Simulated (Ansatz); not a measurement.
# Mn2FeN2: equation of state with PBE

Mn2FeN2:

```
Fe Mn N
1.0
     2.61512   -1.51510    0.00000
     2.61512    1.51510    0.00000
    -0.01474    0.00000    5.92731
Fe Mn N
1 2 2
Cartesian
  -0.0074 0.0000 2.9637
  3.4743 0.0000 4.9379
  1.7412 0.0000 0.9894
  3.4874 0.0000 1.5556
  1.7281 0.0000 4.3717
```

The cell comes from a database or a generator and needn't be the stable form of this composition.

```yaml
Program: Ansatz 0.2.0
Task: equation of state
Functional: PBE
Potentials_or_basis: Ansatz PAW
Cutoff: 420 eV
Density_cutoff: 1680 eV
k_mesh: 10 × 10 × 5
Occupations: fermi-dirac, width 0.05 eV
Spin: collinear spin, ferromagnetic start
Starting_moments: "[3.0, 4.0, 4.0, 0.0, 0.0] μB"
```

```
Equilibrium volume                        : 9.30 Å³/atom
Bulk modulus at fixed shape and positions : 218 GPa
Pressure derivative of the bulk modulus   : 4.1
```

Energy against volume, from the lowest point:
```tsv
volume (Å³/atom)	energy (meV/atom)
8.830	17.22
9.018	5.64
9.206	0.11
9.394	0.00
9.582	4.86
9.770	14.15
9.958	27.40
```

All runs of the series together: 3.5 min on 2 threads of Arm Neoverse V2 (shared host).

Caveat: the cell was scaled at fixed shape and fractional positions, which overstates the stiffness of a crystal with free parameters, most of all of layers and chains.
